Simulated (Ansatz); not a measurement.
# CH2BNS: the cost of one run

Computed with the Python package of Ansatz 0.2.0. Level of theory: PBE0+D3(BJ)/cc-pVDZ.

## 1. The structure

Bond lengths: S1–B2 1.819 Å, B2–C3 1.423 Å, B2–N4 1.499 Å, C3–N4 1.361 Å, S1–H5 1.428 Å, C3–H6 1.113 Å. Angles: S1–B2–C3 152.6°, S1–B2–N4 151.9°, C3–B2–N4 55.5°, B2–S1–H5 94.3°, B2–C3–N4 65.1°, B2–C3–H6 150.2°, N4–C3–H6 144.6°, B2–N4–C3 59.4°.

The script holds or builds the structure itself.

## 2. Script

ch2bns.py

```python
import ansatz
from ase import Atoms

atoms = Atoms(['S', 'B', 'C', 'N', 'H', 'H'], positions=[
    (-1.7453, 0.2203, -0.8756),
    (-0.1884, -0.3156, -0.1037),
    (0.8151, -0.2393, 0.9021),
    (1.0449, -1.1663, -0.0674),
    (-1.1193, 1.1929, -1.7139),
    (1.2351, 0.244, 1.8122),
])

first = (
    ansatz.Crystal.molecule_from_ase(atoms).calculation()
    .basis(gaussian='cc-pVDZ')
    .functional('pbe0', dispersion='d3bj')
    .scf(lower_state_search='off')
    .relax(force_tolerance=0.02, max_steps=80)
)
atoms.positions = first.run(threads=1, pin='off').report['positions_ang']

start = atoms.get_dihedral(2, 1, 0, 4)
energies = {}
for turn in range(0, 360, 30):
    turned = atoms.copy()
    turned.set_dihedral(2, 1, 0, 4, start + turn, indices=[0, 4])
    job = (
        ansatz.Crystal.molecule_from_ase(turned).calculation()
        .basis(gaussian='cc-pVDZ')
        .functional('pbe0', dispersion='d3bj')
        .scf(lower_state_search='off')
    )
    energies[round((start + turn) % 360)] = job.run(threads=1, pin='off').report['free_energy_ev']
floor = min(energies.values())
print('dihedral C2-B1-S0-H4 (deg)   E - E(min) (eV)')
for angle, e in sorted(energies.items()):
    print(f'{angle:8d} {(e - floor):14.3f}  ' + '#' * int(30 * (e - floor) / max(max(energies.values()) - floor, 1e-9)))
```

## 3. What the engine is handed

The engine receives this input (first run):

```yaml
crystal:
  periodic: [false, false, false]
  atoms:
    - { symbol: S, position_ang: [-1.7453, 0.2203, -0.8756] }
    - { symbol: B, position_ang: [-0.1884, -0.3156, -0.1037] }
    - { symbol: C, position_ang: [0.8151, -0.2393, 0.9021] }
    - { symbol: "N", position_ang: [1.0449, -1.1663, -0.0674] }
    - { symbol: H, position_ang: [-1.1193, 1.1929, -1.7139] }
    - { symbol: H, position_ang: [1.2351, 0.244, 1.8122] }
basis:
  gaussian:
    orbitals: cc-pVDZ
hamiltonian:
  xc: pbe0
  dispersion: d3bj
scf:
  lower_state_search: "off"
relax:
  f_tol: 0.02
  max_steps: 80
```

## 4. Launch

Launch:

```bash
python ch2bns.py
```

Q: Estimate wall time and peak memory on 1 thread of Arm Neoverse V1, shared host.

About 41 s, with a peak of 0.23 GiB.
